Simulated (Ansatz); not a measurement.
# W3C: the cost of one run

Computed with Ansatz 0.2.0 (DFT PBE, scalar-relativistic, plane waves, PAW, unless a step's input says otherwise).

### 1 The starting structure

It takes space group P4/mmm (No. 123, tetragonal). Conventional cell: a = 3.773 Å, b = 3.773 Å, c = 3.734 Å, α = 90.00°, β = 90.00°, γ = 90.00°. W (site symmetry mmm) has 8 W at 2.65 to 2.67 Å and 4 C at 2.65 Å as nearest neighbours. W (site symmetry 4/mmm) has 8 W at 2.65 Å and 4 C at 2.67 Å as nearest neighbours. Around C (site symmetry 4/mmm) lie 12 W at 2.65 to 2.67 Å.

As a file:

```xyz
4
Lattice="3.7731 0.0000 0.0000 0.0000 3.7731 0.0000 0.0000 0.0000 3.7344" Properties=species:S:1:pos:R:3 pbc="T T T"
W     0.0000    1.8866    1.8672
W     1.8866    0.0000    1.8672
W     1.8866    1.8866    0.0000
C     0.0000    0.0000    0.0000
```

This is candidate A: Cu3Pd type (P4/mmm, No. 123).

(A quick probe on a coarse mesh, which set the mesh and smearing, is not shown.)

### 3 Coarse relaxation (candidate A)

Contents of input.yaml:

```yaml
crystal:
  lattice:
    - [3.7731492751, 0.0, 0.0]
    - [0.0, 3.7731492751, 0.0]
    - [0.0, 0.0, 3.7343665668]
  atoms:
    - { symbol: W, position: [0.0, 0.5, 0.5] }
    - { symbol: W, position: [0.5, 0.0, 0.5] }
    - { symbol: W, position: [0.5, 0.5, 0.0] }
    - { symbol: C, position: [0.0, 0.0, 0.0] }
basis:
  ecutwfc: 420
kpoints:
  mp_grid: { grid: [6, 6, 6] }
hamiltonian:
  xc: pbe
scf:
  occupations: { method: gaussian, width: 0.1 }
  lower_state_search: "off"
output:
  forces: true
  stress: true
  eigenvalues: true
relax:
  adjacent_minimum: "off"
  f_tol: 0.04
  max_steps: 70
  cell: { stress_tol: 0.4 }
```

The run is started by

```sh
$ ansatz run input.yaml --threads 1 --pin off --max-ram 2560MiB --backend cpu --events-out ev --progress --plain --runs-dir out
```

What time and memory should one allow on 1 thread of an x86-64 CPU, shared host?

About 2.1 min, with a peak of 0.38 GiB.
